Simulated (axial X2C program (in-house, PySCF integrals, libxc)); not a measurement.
# HfF: EOM-EA-CCSD levels

Wanted for HfF: EOM-EA-CCSD levels, at the two-component level.

Computed with an in-house X2C program for linear molecules on PySCF integrals. Level: two-component X2C with atomic mean-field terms, Hf dyall-acv3z, F dyall-av3z.

All values are calculated.

## Step 1: Set-up

File task.json:

```json
{
 "zs": [
  72,
  9
 ],
 "q": 0,
 "bas": [
  "dyall-acv3z",
  "dyall-av3z"
 ],
 "r0": 2.16,
 "eom": "ea",
 "thr": -2.0,
 "nmax": 92,
 "grid": [
  1,
  0.96,
  1.045,
  0.92,
  1.09,
  1.15
 ]
}
```

Keys: zs atomic numbers; q charge; bas basis sets; r0 starting distance in Å; eom kind of EOM run; thr threshold in hartree for freezing inner shells (an s shell follows its p shell); nmax most natural virtual spinors; grid distances as factors.

The run is started by

```bash
> python soeom.py task.json out
```

Nuclei are Gaussian, cores are contracted, and the Gaunt term is on.

## Step 2: EOM-EA-CCSD at 1.853 Å

Reference: the closed shell HfF⁺; 18 electrons correlated, 84 virtual spinors; roots sought by Ω: 1/2: 5, 3/2: 4, 5/2: 2, 7/2: 1.

Output:

```text
two-component X2C + atomic mean field  HF
basis functions 248  fitting functions 1240  grid points 5077
iter        total energy     max residual
   1     -15170.769418164     8.50e-01
   2     -15170.821054499     3.31e-02
   3     -15170.820648272     4.11e-02
   4     -15170.826187344     1.56e-03
   5     -15170.826252384     8.98e-04
   6     -15170.826279225     3.44e-04
   7     -15170.826287208     9.60e-05
   8     -15170.826291314     6.88e-05
   9     -15170.826293333     6.08e-05
  10     -15170.826294849     4.80e-05
  11     -15170.826295841     3.17e-05
  12     -15170.826296525     1.17e-05
  13     -15170.826296640     2.51e-06
  14     -15170.826296642     6.00e-07
converged
one-electron -21163.44479665  Coulomb 6137.97680689  exact exchange -317.69558639  xc functional 0.00000000  nuclear repulsion 185.05495557  atomic mean-field constant -12.71767607
correlated 18  virtual 334  natural virtual 84  E(MP2) -0.562374643  MP2 remainder -0.134533182
iter   CCSD correlation   residual
   1     -0.413780498   1.76e-01
   2     -0.425301907   1.10e-01
   3     -0.430843039   5.13e-02
   4     -0.431119770   2.53e-02
   5     -0.431151015   1.41e-02
   6     -0.431290214   6.68e-03
   7     -0.431316248   2.96e-03
   8     -0.431320908   1.38e-03
   9     -0.431334178   6.70e-04
  10     -0.431325892   3.46e-04
  11     -0.431329594   1.84e-04
  12     -0.431326776   1.04e-04
  13     -0.431327816   5.87e-05
  14     -0.431326778   3.64e-05
  15     -0.431326764   2.30e-05
  16     -0.431326678   1.37e-05
  17     -0.431326634   8.68e-06
  18     -0.431326637   5.54e-06
(T) -0.013440130  T1 0.0291  D1 0.0521  max T2 0.151
EOM-EA-CCSD roots
2*Omega      energy/Eh   energy/eV  one-particle weight
    1      -0.23448348     -6.3806      0.918
    1      -0.20869130     -5.6788      0.931
    1      -0.16155563     -4.3962      0.880
    1      -0.12861271     -3.4997      0.005
    1      -0.12482495     -3.3967      0.005
    3      -0.25651191     -6.9800      0.902
    3      -0.22260658     -6.0574      0.914
    3      -0.15328683     -4.1711      0.874
    3      -0.14582352     -3.9681      0.002
    5      -0.24602652     -6.6947      0.901
    5      -0.13912987     -3.7859      0.001
    7      -0.13169733     -3.5837      0.000
```

T1 in the output is the amplitude norm over the root of the electron number; divide by √2 for the Lee–Taylor value.

| Ω | binding energy (eV) | above lowest (cm⁻¹) | spinor | weight |
| --- | --- | --- | --- | --- |
| 3/2 | 6.980 | 0 | 97% Hf dδ | 0.90 |
| 5/2 | 6.695 | 2300 | 99% Hf dδ | 0.90 |
| 1/2 | 6.381 | 4830 | 58% Hf dπ, 24% Hf pπ | 0.92 |
| 3/2 | 6.057 | 7440 | 69% Hf dπ, 23% Hf pπ | 0.91 |
| 1/2 | 5.679 | 10500 | 39% Hf pσ, 39% Hf dσ, 10% Hf dπ | 0.93 |
| 1/2 | 4.396 | 20840 | 58% Hf pπ, 18% Hf dπ, 14% F pπ | 0.88 |
| 3/2 | 4.171 | 22660 | 61% Hf pπ, 16% Hf dπ, 14% F pπ | 0.87 |

It took 25 s on 1 thread of Arm Neoverse V1, shared host; peak memory 1.1 GiB.

## Step 3: EOM-EA-CCSD at 1.779 Å

| Ω | binding energy (eV) | above lowest (cm⁻¹) | spinor | weight |
| --- | --- | --- | --- | --- |
| 3/2 | 6.819 | 0 | 97% Hf dδ | 0.90 |
| 5/2 | 6.540 | 2240 | 99% Hf dδ | 0.90 |
| 1/2 | 6.145 | 5430 | 54% Hf dπ, 29% Hf pπ | 0.92 |
| 3/2 | 5.822 | 8040 | 63% Hf dπ, 28% Hf pπ | 0.91 |
| 1/2 | 5.411 | 11350 | 42% Hf pσ, 36% Hf dσ, 8% Hf dπ | 0.93 |
| 1/2 | 4.207 | 21070 | 52% Hf pπ, 21% Hf dπ, 16% F pπ | 0.89 |
| 3/2 | 4.007 | 22680 | 55% Hf pπ, 20% Hf dπ, 16% F pπ | 0.88 |

It took 25 s on 1 thread of Arm Neoverse V1, shared host; peak memory 1.1 GiB.

## Step 4: EOM-EA-CCSD at 1.936 Å

| Ω | binding energy (eV) | above lowest (cm⁻¹) | spinor | weight |
| --- | --- | --- | --- | --- |
| 3/2 | 7.153 | 0 | 97% Hf dδ | 0.90 |
| 5/2 | 6.859 | 2360 | 99% Hf dδ | 0.90 |
| 1/2 | 6.636 | 4160 | 60% Hf dπ, 19% Hf pπ, 7% Hf pσ | 0.92 |
| 3/2 | 6.308 | 6820 | 73% Hf dπ, 18% Hf pπ | 0.91 |
| 1/2 | 5.961 | 9610 | 41% Hf dσ, 35% Hf pσ, 12% Hf dπ | 0.93 |
| 1/2 | 4.585 | 20710 | 64% Hf pπ, 15% Hf dπ, 13% F pπ | 0.87 |
| 3/2 | 4.335 | 22730 | 67% Hf pπ, 14% Hf dπ, 13% F pπ | 0.86 |

Run time: 30 s. Hardware: 1 thread of Arm Neoverse V1, shared host; peak memory 1.1 GiB.

## Step 5: EOM-EA-CCSD at 1.705 Å

| Ω | binding energy (eV) | above lowest (cm⁻¹) | spinor | weight |
| --- | --- | --- | --- | --- |
| 3/2 | 6.652 | 0 | 97% Hf dδ | 0.91 |
| 5/2 | 6.381 | 2190 | 98% Hf dδ | 0.91 |
| 1/2 | 5.907 | 6010 | 49% Hf dπ, 35% Hf pπ | 0.92 |
| 3/2 | 5.580 | 8650 | 57% Hf dπ, 34% Hf pπ | 0.91 |
| 1/2 | 5.129 | 12280 | 45% Hf pσ, 34% Hf dσ, 7% Hf dπ | 0.93 |
| 1/2 | 3.991 | 21460 | 45% Hf pπ, 26% Hf dπ, 17% F pπ | 0.89 |
| 3/2 | 3.819 | 22850 | 48% Hf pπ, 24% Hf dπ, 17% F pπ | 0.89 |

Run time: 24 s. Hardware: 1 thread of Arm Neoverse V1, shared host; peak memory 1.2 GiB.

## Step 6: EOM-EA-CCSD at 2.020 Å

| Ω | binding energy (eV) | above lowest (cm⁻¹) | spinor | weight |
| --- | --- | --- | --- | --- |
| 3/2 | 7.313 | 0 | 96% Hf dδ | 0.89 |
| 5/2 | 7.011 | 2430 | 100% Hf dδ | 0.89 |
| 1/2 | 6.879 | 3490 | 61% Hf dπ, 16% Hf pπ, 7% Hf pσ | 0.92 |
| 3/2 | 6.536 | 6260 | 76% Hf dπ, 15% Hf pπ | 0.91 |
| 1/2 | 6.218 | 8830 | 42% Hf dσ, 32% Hf pσ, 14% Hf dπ | 0.93 |
| 1/2 | 4.752 | 20650 | 69% Hf pπ, 13% Hf dπ, 11% F pπ | 0.86 |
| 3/2 | 4.480 | 22850 | 71% Hf pπ, 12% Hf dπ, 11% F pπ | 0.85 |

It took 31 s on 1 thread of Arm Neoverse V1, shared host; peak memory 1.2 GiB.

## Step 7: EOM-EA-CCSD at 2.131 Å

| Ω | binding energy (eV) | above lowest (cm⁻¹) | spinor | weight |
| --- | --- | --- | --- | --- |
| 3/2 | 7.502 | 0 | 95% Hf dδ | 0.89 |
| 5/2 | 7.189 | 2520 | 100% Hf dδ | 0.89 |
| 1/2 | 7.181 | 2590 | 60% Hf dπ, 12% Hf pπ, 9% Hf pσ | 0.92 |
| 3/2 | 6.801 | 5650 | 78% Hf dπ, 11% Hf pπ | 0.91 |
| 1/2 | 6.515 | 7950 | 44% Hf dσ, 27% Hf pσ, 18% Hf dπ | 0.92 |
| 1/2 | 4.948 | 20600 | 74% Hf pπ, 11% Hf dπ, 9% F pπ | 0.85 |
| 3/2 | 4.650 | 23000 | 75% Hf pπ, 10% Hf dπ, 10% F pπ | 0.78 |

It took 31 s on 1 thread of Arm Neoverse V1, shared host; peak memory 1.2 GiB.

## Step 8: Curves of the states

Energies in eV from the lowest point of the lowest state; states are followed by energy order within each Ω.

| R (Å) | (1)Ω=3/2 | (1)Ω=5/2 | (1)Ω=1/2 | (2)Ω=3/2 | (2)Ω=1/2 | (3)Ω=1/2 | (3)Ω=3/2 |
| --- | --- | --- | --- | --- | --- | --- | --- |
| 1.705 | 0.4997 | 0.7708 | 1.2450 | 1.5718 | 2.0222 | 3.1602 | 3.3325 |
| 1.779 | 0.1251 | 0.4034 | 0.7983 | 1.1219 | 1.5328 | 2.7370 | 2.9370 |
| 1.853 | 0.0000 | 0.2853 | 0.5994 | 0.9226 | 1.3013 | 2.5839 | 2.8089 |
| 1.936 | 0.0653 | 0.3585 | 0.5816 | 0.9102 | 1.2571 | 2.6332 | 2.8832 |
| 2.020 | 0.2767 | 0.5778 | 0.7097 | 1.0529 | 1.3713 | 2.8371 | 3.1095 |
| 2.131 | 0.6984 | 1.0107 | 1.0190 | 1.3989 | 1.6846 | 3.2523 | 3.5497 |

Constants where the minimum is well bracketed (masses 179.947 and 18.998 u):

| state | Te (cm⁻¹) | Re (Å) | ωe (cm⁻¹) |
| --- | --- | --- | --- |
| (1)Ω=3/2 | 0 | 1.865 | 685 |
| (1)Ω=5/2 | 2310 | 1.862 | 690 |
| (1)Ω=1/2 | 4590 | 1.902 | 626 |
| (2)Ω=3/2 | 7220 | 1.899 | 644 |
| (2)Ω=1/2 | 10110 | 1.914 | 629 |
| (3)Ω=1/2 | 20810 | 1.873 | 696 |
| (3)Ω=3/2 | 22660 | 1.863 | 709 |

## Step 9: What came out

```
                     quantity                            value
       lowest root at 1.853 Å                Ω = 3/2, 6.980 eV
next root led by one particle  Ω = 5/2, about 2300 cm⁻¹ higher
          T1 of the reference                            0.021
      lowest state, Re and ωe                1.865 Å, 685 cm⁻¹
```

In words: The added electron is bound by 6.98 eV in a spinor of 97% Hf dδ. Errors of 0.1 to 0.3 eV are usual at this size, and roots led by higher excitations are left out, so the list is incomplete, and low states of that kind can be missing. T1 or the largest double amplitude of the reference is raised, which lowers the reliability. The bond is 0.063 Å longer than in the closed-shell reference at CCSD (1.802 Å).
